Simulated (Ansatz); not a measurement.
# H20CO9: the cost of one run

All numbers below are computed with Ansatz 0.2.0 (DFT LDA, plane waves, PAW, scalar-relativistic, no spin polarisation).

**1. The structure to begin with**

The cell holds 30 atoms (CH20O9): a = 6.513 Å, b = 6.513 Å, c = 6.513 Å, α = 90.00°, β = 90.00°, γ = 90.00°.

The coordinates stand in the first input below.

**2. Preparing the start**

Contents of input.yaml:

```yaml
crystal:
  lattice:
    - [6.513188, 0.0, 0.0]
    - [0.0, 6.513188, 0.0]
    - [0.0, 0.0, 6.513188]
  atoms:
    - { symbol: O, position: [0.1528951, 0.1488002, 0.0773768] }
    - { symbol: H, position: [0.0876864, 0.070377, 0.1855979] }
    - { symbol: H, position: [0.2854008, 0.08346, 0.0604346] }
    - { symbol: O, position: [0.3997245, 0.6210898, 0.0577442] }
    - { symbol: H, position: [0.4533054, 0.7541512, 0.018528] }
    - { symbol: H, position: [0.4655939, 0.5266297, -0.0363444] }
    - { symbol: O, position: [0.7064016, 0.5211444, 0.4808185] }
    - { symbol: H, position: [0.7797551, 0.4160215, 0.4054356] }
    - { symbol: H, position: [0.6127092, 0.5785236, 0.3806012] }
    - { symbol: O, position: [0.5585507, 0.1864387, 0.5675814] }
    - { symbol: H, position: [0.4984785, 0.2447018, 0.444655] }
    - { symbol: H, position: [0.5245103, 0.0419195, 0.5592398] }
    - { symbol: O, position: [0.8639794, 0.8929259, 0.9771362] }
    - { symbol: H, position: [0.8063013, 1.0184645, 0.922114] }
    - { symbol: H, position: [0.9551288, 0.8451414, 0.8697929] }
    - { symbol: O, position: [0.3453422, 0.7171719, 0.7092125] }
    - { symbol: H, position: [0.4279398, 0.828141, 0.6546449] }
    - { symbol: H, position: [0.3385495, 0.6191349, 0.5976026] }
    - { symbol: O, position: [0.8365768, 0.3581237, 0.8966512] }
    - { symbol: H, position: [0.6920713, 0.3267181, 0.8809669] }
    - { symbol: H, position: [0.8526705, 0.3815194, 1.0426231] }
    - { symbol: O, position: [0.0932405, 0.1029505, 0.5626517] }
    - { symbol: H, position: [0.009759, 0.1603609, 0.4537985] }
    - { symbol: H, position: [0.0081115, 0.1158647, 0.6838971] }
    - { symbol: C, position: [0.884435, 0.8763759, 0.3671672] }
    - { symbol: O, position: [0.7891666, 0.8704846, 0.5636834] }
    - { symbol: H, position: [0.8250557, 1.0125912, 0.2903373] }
    - { symbol: H, position: [0.8404087, 0.7498431, 0.6343916] }
    - { symbol: H, position: [1.0519565, 0.8897204, 0.3777757] }
    - { symbol: H, position: [0.8465409, 0.741501, 0.2737496] }
basis:
  ecutwfc: 420.0
kpoints:
  mp_grid: { grid: [1, 1, 1] }
hamiltonian:
  xc: lda
scf:
  occupations: { method: fermi_dirac, width: 0.02 }
  lower_state_search: "off"
relax:
  f_tol: 0.3
  max_steps: 15
  adjacent_minimum: "off"
```

Run with:

```console
ansatz run input.yaml --threads 1 --pin off --max-ram 3072MiB --backend cpu --events-out ev --progress --plain --runs-dir out
```

Q: Estimate wall time and peak memory on 1 thread of Arm Neoverse V1, shared host.

About 23 s, with a peak of 0.32 GiB.
